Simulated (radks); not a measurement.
# H⁻ held by a Watson sphere

Aim: the size and levels of H⁻ inside a shell of charge +1 and radius R, which stands for the Madelung well of a crystal, for several R.

The numbers are computed with radks (a radial shooting solver on a logarithmic mesh, Libxc functionals) version 1 (non-relativistic Kohn-Sham, LDA (Slater exchange, Perdew-Wang correlation), spin-unpolarised, spherical densities, point nucleus), except any that are marked as measured or tabulated.

### Step 1. The atom as given

- element: hydrogen (Z = 1)
- charge: -1
- electrons: 2
- configuration: [He]

Outer shells as boxes (Hund's rule):

H⁻
```
1s [↑↓]
```

### Step 2. R = 1.5 bohr

Input:

```text
Z 1
configuration [He]
relativity non-relativistic
functional lda,pw
spin unpolarised
nucleus point
watson charge 1 radius 1.5 bohr
response adiabatic LDA kernel
```

### Step 3. R = 1.54 bohr

Input: that of step 2 with these lines changed.

```diff
@@ -6,3 +6,3 @@
 nucleus point
-watson charge 1 radius 1.5 bohr
+watson charge 1 radius 1.54 bohr
 response adiabatic LDA kernel
```

### Step 4. R = 2.05 bohr

Input: that of step 3 with these lines changed.

```diff
@@ -6,3 +6,3 @@
 nucleus point
-watson charge 1 radius 1.54 bohr
+watson charge 1 radius 2.05 bohr
 response adiabatic LDA kernel
```

### Step 5. R = 2.22 bohr

Input: that of step 4 with these lines changed.

```diff
@@ -6,3 +6,3 @@
 nucleus point
-watson charge 1 radius 2.05 bohr
+watson charge 1 radius 2.22 bohr
 response adiabatic LDA kernel
```

### Step 6. R = 2.34 bohr

Input: that of step 5 with these lines changed.

```diff
@@ -6,3 +6,3 @@
 nucleus point
-watson charge 1 radius 2.22 bohr
+watson charge 1 radius 2.34 bohr
 response adiabatic LDA kernel
```

### Step 7. R = 2.65 bohr

Input: that of step 6 with these lines changed.

```diff
@@ -6,3 +6,3 @@
 nucleus point
-watson charge 1 radius 2.34 bohr
+watson charge 1 radius 2.65 bohr
 response adiabatic LDA kernel
```

### Step 8. R = 2.96 bohr

Input: that of step 7 with these lines changed.

```diff
@@ -6,3 +6,3 @@
 nucleus point
-watson charge 1 radius 2.65 bohr
+watson charge 1 radius 2.96 bohr
 response adiabatic LDA kernel
```

### Step 9. R = 3.15 bohr

Input: that of step 8 with these lines changed.

```diff
@@ -6,3 +6,3 @@
 nucleus point
-watson charge 1 radius 2.96 bohr
+watson charge 1 radius 3.15 bohr
 response adiabatic LDA kernel
```

### Step 10. R = 3.3 bohr

Input: that of step 9 with these lines changed.

```diff
@@ -6,3 +6,3 @@
 nucleus point
-watson charge 1 radius 3.15 bohr
+watson charge 1 radius 3.3 bohr
 response adiabatic LDA kernel
```

What does the calculation give? Wanted: for each run, R; highest level; its <r>; sum of <r²>; α.

**Answer**, as computed:

| R (bohr) | highest level (eV) | its <r> (bohr) | sum of <r²> (bohr²) | α (bohr³) |
| --- | --- | --- | --- | --- |
| 1.5 | -8.092 | 1.638 | 7.099 | 10.39 |
| 1.54 | -7.976 | 1.654 | 7.240 | 10.79 |
| 2.05 | -6.725 | 1.841 | 9.006 | 16.53 |
| 2.22 | -6.382 | 1.895 | 9.578 | 18.72 |
| 2.34 | -6.158 | 1.932 | 9.976 | 20.35 |
| 2.65 | -5.635 | 2.020 | 10.98 | 24.85 |
| 2.96 | -5.179 | 2.098 | 11.94 | 29.78 |
| 3.15 | -4.928 | 2.142 | 12.51 | 33.02 |
| 3.3 | -4.743 | 2.175 | 12.94 | 35.68 |

**Reading.** From R = 1.5 to 3.3 bohr the top level moves from -8.092 to -4.743 eV and its mean radius from 1.64 to 2.17 bohr. A wider sphere makes a shallower well, so the ion swells. The polarisability goes from 10.4 to 35.7 bohr³. Response by self-consistent Sternheimer equations with the Hartree and adiabatic LDA kernel. The sphere does not respond.
